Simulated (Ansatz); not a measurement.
Geometry optimisation, DFT PBE, scalar-relativistic, plane waves, PAW (Ansatz 0.2.0).

Input file:

```yaml
crystal:
  lattice:
    - [-4.1773, -4.1773, 0.0]
    - [4.1773, -4.1773, 0.0]
    - [0.0, 0.0, 5.3304]
  atoms:
    - { symbol: Si, position: [0.5, 0.5, 0.0] }
    - { symbol: Si, position: [0.0, 0.5, 0.25] }
    - { symbol: O, position: [0.1941, 0.5, 0.0] }
    - { symbol: O, position: [0.0, 0.1941, 0.25] }
    - { symbol: O, position: [0.8059, 0.5, 0.0] }
    - { symbol: O, position: [0.0, 0.8059, 0.25] }
    - { symbol: Si, position: [0.5, 0.5, 0.5] }
    - { symbol: Si, position: [0.0, 0.5, 0.75] }
    - { symbol: O, position: [0.1941, 0.5, 0.5] }
    - { symbol: O, position: [0.0, 0.1941, 0.75] }
    - { symbol: O, position: [0.8059, 0.5, 0.5] }
    - { symbol: O, position: [0.0, 0.8059, 0.75] }
    - { symbol: Si, position: [0.0, 0.0, 0.0] }
    - { symbol: Si, position: [0.5, 0.0, 0.25] }
    - { symbol: O, position: [0.6941, 0.0, 0.0] }
    - { symbol: O, position: [0.5, 0.6941, 0.25] }
    - { symbol: O, position: [0.3059, 0.0, 0.0] }
    - { symbol: O, position: [0.5, 0.3059, 0.25] }
    - { symbol: Si, position: [0.0, 0.0, 0.5] }
    - { symbol: Si, position: [0.5, 0.0, 0.75] }
    - { symbol: O, position: [0.6941, 0.0, 0.5] }
    - { symbol: O, position: [0.5, 0.6941, 0.75] }
    - { symbol: O, position: [0.3059, 0.0, 0.5] }
    - { symbol: O, position: [0.5, 0.3059, 0.75] }
    - { symbol: H, position: [0.6495579, 0.7275744, 0.5064554] }
total_charge: 1
basis:
  ecutwfc: 420.0
kpoints:
  mp_grid: { grid: [2, 2, 2] }
hamiltonian:
  xc: pbe
  pseudopotentials: { kind: paw, azcp: { folder: soft_1 } }
scf:
  occupations: { method: fermi_dirac, width: 0.05 }
  lower_state_search: "off"
relax:
  f_tol: 0.03
  max_steps: 60
  adjacent_minimum: "off"
```

Launched with:

```bash
$ ansatz run input.yaml --threads 1 --pin off --max-ram 3072MiB --backend cpu --events-out ev --progress --plain --runs-dir out
```

Q: Where does it end, and by what steps?

A: It converged. The force dipped under the threshold on the way, but the program's further checks kept it going. Limits of this set-up: coarse k mesh, charged cell in a uniform background, uncorrected. After 7 steps the energy has fallen by 2.434 eV; H25 moved furthest, 0.60 Å. Parted: Si7–H25. Joined: O21–H25.

| step | energy less start (eV) | largest force component (eV/Å) | accepted |
| --- | --- | --- | --- |
| 0 | 0.0000 | 5.832 | yes |
| 1 | -0.8298 | 3.207 | yes |
| 2 | -1.7229 | 2.002 | yes |
| 3 | -2.2639 | 0.882 | yes |
| 4 | -2.3182 | 2.209 | yes |
| 5 | -2.4326 | 0.170 | yes |
| 6 | -2.4344 | 0.025 | yes |
| 7 | -2.4344 | 0.025 | yes |

```xyz
25
Lattice="-4.1773 -4.1773 0.0000 4.1773 -4.1773 0.0000 0.0000 0.0000 5.3304" Properties=species:S:1:pos:R:3
Si -0.014 -4.152 0.001
Si 2.097 -2.080 1.324
O 1.245 -2.860 0.001
O 0.855 -0.767 1.349
O -1.249 -5.458 0.001
O 3.351 -3.388 1.340
Si 0.014 -4.092 2.667
Si 2.097 -2.080 4.009
O 1.266 -2.847 2.667
O 0.855 -0.767 3.984
O -1.181 -5.491 2.667
O 3.351 -3.388 3.993
Si 0.035 0.039 0.001
Si -2.059 -2.030 1.286
O -2.911 -2.839 0.001
O 0.842 -4.929 1.332
O -1.223 -1.256 0.001
O -0.866 -3.353 1.348
Si -0.062 -0.104 2.667
Si -2.059 -2.030 4.047
O -3.051 -2.774 2.667
O 0.842 -4.929 4.001
O -1.284 -1.309 2.667
O -0.866 -3.353 3.986
H 0.301 -6.351 2.667
```

Whether the end is a true minimum wasn't checked by a vibrational analysis.

Time of the run: 50 s on 1 thread of Arm Neoverse V1 (shared host), peak memory 0.43 GiB.
